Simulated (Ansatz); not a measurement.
**ClH₂O₂Sc: small, medium and large basis sets**

The task here is to estimate one member of a computed series from the others.

Method: one geometry, several basis sets; program: Ansatz 0.2.0, Gaussian basis.

Plan: PBE0-D4/def2-SVP; ωB97M-V/def2-SVP; PBE0-D4/def2-QZVPP; ωB97M-V/def2-QZVPP; the functionals' def2-TZVPP values are taken from earlier runs.

**Structure used throughout**

All runs share one geometry, relaxed beforehand with PBE0-D4 in a triple-zeta def2 set.

SMILES `[OH][Sc]([OH])[Cl]`, 6 atoms, charge 0, spin multiplicity 1.

Atoms are counted from 1 here; the program's logs count them from 0.

Bond lengths: O1–Sc2 1.848 Å, O1–H5 0.953 Å, Sc2–O3 1.848 Å, Sc2–Cl4 2.325 Å, O3–H6 0.953 Å. Angles: Sc2–O1–H5 172.9°, O1–Sc2–O3 120.4°, O1–Sc2–Cl4 119.8°, O3–Sc2–Cl4 119.8°, Sc2–O3–H6 173.2°.

Coordinates:

```xyz
6

O    -1.6543   -0.2638   -0.0381
Sc    0.1888   -0.3682   -0.1147
O     1.2252    1.1091    0.2819
Cl    1.2095   -2.3692   -0.7133
H    -2.5896   -0.0975    0.0333
H     1.6626    1.9255    0.5047
```

The first run:

The input, in.yaml:

```yaml
crystal:
  periodic: [false, false, false]
  atoms:
    - {symbol: O, position_ang: [-1.654334, -0.263761, -0.038100]}
    - {symbol: Sc, position_ang: [0.188818, -0.368196, -0.114748]}
    - {symbol: O, position_ang: [1.225205, 1.109075, 0.281906]}
    - {symbol: Cl, position_ang: [1.209451, -2.369179, -0.713251]}
    - {symbol: H, position_ang: [-2.589613, -0.097532, 0.033300]}
    - {symbol: H, position_ang: [1.662574, 1.925494, 0.504693]}
basis:
  gaussian: {orbitals: def2-SVP}
hamiltonian: {xc: pbe0, dispersion: d4}
output: {orbitals: {seedname: orbitals}}
```

On the command line:

```sh
$ ansatz run in.yaml --threads 2 --pin off --events-out ev --progress --plain --max-ram 20480MiB --backend cpu
```

Among the steps run: PBE0-D4 in def2-SVP; ωB97M-V in def2-SVP; PBE0-D4 in def2-QZVPP; ωB97M-V in def2-QZVPP.

One of the session's tables, all rows but one given; the rest of the session is left out.

It belongs to the step «Density functionals: the series». 

| functional | basis | HOMO (eV) | LUMO (eV) |
| --- | --- | --- | --- |
| PBE0-D4 | def2-SVP | -7.98 | -1.72 |
| PBE0-D4 | def2-TZVPP | ? | ? |
| PBE0-D4 | def2-QZVPP | -8.42 | -1.99 |
| ωB97M-V | def2-SVP | -10.20 | -0.12 |
| ωB97M-V | def2-TZVPP | -10.68 | -0.39 |
| ωB97M-V | def2-QZVPP | -10.71 | -0.44 |

Estimate the missing values for PBE0-D4, def2-TZVPP.

As computed: HOMO (eV): -8.39; LUMO (eV): -1.98. In the column «HOMO (eV)» it lies between PBE0-D4, def2-QZVPP (-8.42) and PBE0-D4, def2-SVP (-7.98).
